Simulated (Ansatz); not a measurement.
**CH₄FNOSi: up Jacob's ladder to CCSD(T)**

One table from this session's results is given with a row withheld; the runs are named, their logs left out.

The runs use Ansatz 0.2.0, Gaussian basis; functionals in def2-TZVPP, the program's frozen cores in correlated methods.

Levels to be run: LDA (SPW92), PBE-D4, revPBE-D4, BLYP-D4, r2SCAN-D4, B97M-V, PBE0-D4, B3LYP-D4, r2SCANh-D4, r2SCAN0-D4, HSE06-D4, BHLYP-D4, CAM-B3LYP-D4, LC-ωPBE, ωB97X-V, ωB97M-V, B2PLYP, PBE-QIDH; CCSD(T)/def2-SVP; CCSD(T)/def2-TZVPP; MP2/def2-QZVPP; extrapolation to the limit; RPA on PBE.

## The geometry

All runs share one geometry, relaxed beforehand with PBE0-D4 in a triple-zeta def2 set.

SMILES `OC1(F)N[SiH2]1`, 9 atoms, charge 0, spin multiplicity 1.

Atoms are counted from 1 here; the program's logs count them from 0.

Bond lengths: O1–C2 1.359 Å, O1–H6 0.966 Å, C2–F3 1.383 Å, C2–N4 1.435 Å, C2–Si5 1.845 Å, N4–Si5 1.733 Å, N4–H7 1.011 Å, Si5–H8 1.480 Å, Si5–H9 1.478 Å. Angles: C2–O1–H6 108.6°, O1–C2–F3 109.8°, O1–C2–N4 118.3°, O1–C2–Si5 127.7°, F3–C2–N4 112.4°, F3–C2–Si5 117.3°, N4–C2–Si5 62.3°, C2–N4–Si5 70.5°, C2–N4–H7 119.5°, Si5–N4–H7 132.5°, C2–Si5–N4 47.2°, C2–Si5–H8 117.5°, C2–Si5–H9 126.1°, N4–Si5–H8 119.9°, N4–Si5–H9 116.6°, H8–Si5–H9 113.4°.

The first run:

The input, in.yaml:

```yaml
crystal:
  periodic: [false, false, false]
  atoms:
    - {symbol: O, position_ang: [1.078413, 1.460633, 0.268817]}
    - {symbol: C, position_ang: [0.609988, 0.234984, -0.085814]}
    - {symbol: F, position_ang: [1.559452, -0.429612, -0.840538]}
    - {symbol: N, position_ang: [-0.703221, 0.147068, -0.658260]}
    - {symbol: Si, position_ang: [-0.642674, -0.793755, 0.795602]}
    - {symbol: H, position_ang: [0.997473, 2.052319, -0.490903]}
    - {symbol: H, position_ang: [-0.806483, -0.105703, -1.631183]}
    - {symbol: H, position_ang: [-0.495751, -2.264254, 0.717402]}
    - {symbol: H, position_ang: [-1.508596, -0.347981, 1.907776]}
basis:
  gaussian: {orbitals: def2-TZVPP}
hamiltonian: {xc: lda}
output: {orbitals: {seedname: orbitals}}
```

Started as:

```console
> ansatz run in.yaml --threads 2 --pin off --events-out ev --progress --plain --max-ram 4352MiB
```

Among the steps run: LDA; PBE-D4 (GGA); revPBE-D4 (GGA); BLYP-D4 (GGA); r2SCAN-D4 (meta-GGA); B97M-V (meta-GGA); B3LYP-D4 (hybrid); r2SCANh-D4 (hybrid); r2SCAN0-D4 (hybrid); HSE06-D4 (hybrid); BHLYP-D4 (hybrid); CAM-B3LYP-D4 (range-separated); LC-ωPBE (range-separated); ωB97X-V (range-separated); ωB97M-V (range-separated); B2PLYP (double hybrid); PBE-QIDH (double hybrid).

One of the session's tables, all rows but one given; the rest of the session is left out.

| functional | HOMO (eV) | gap (eV) |
| --- | --- | --- |
| LDA (SPW92) | -6.18 | 4.55 |
| PBE-D4 | -6.01 | 4.57 |
| revPBE-D4 | -5.94 | 4.58 |
| BLYP-D4 | -5.90 | 4.53 |
| r2SCAN-D4 | -6.25 | 5.11 |
| B97M-V | -6.34 | 5.04 |
| PBE0-D4 | -7.32 | 6.70 |
| B3LYP-D4 | -7.11 | 6.24 |
| r2SCANh-D4 | -6.74 | 5.89 |
| r2SCAN0-D4 | -7.48 | 7.05 |
| HSE06-D4 | -6.91 | 5.92 |
| BHLYP-D4 | -8.54 | 8.72 |
| CAM-B3LYP-D4 | -8.70 | 9.04 |
| LC-ωPBE | ? | ? |
| ωB97X-V | -9.67 | 11.06 |
| ωB97M-V | -9.57 | 10.66 |

Q: Estimate the row for LC-ωPBE from the others.

The run gave: HOMO (eV): -10.02; gap (eV): 11.55. In the column «HOMO (eV)» it is the lowest.
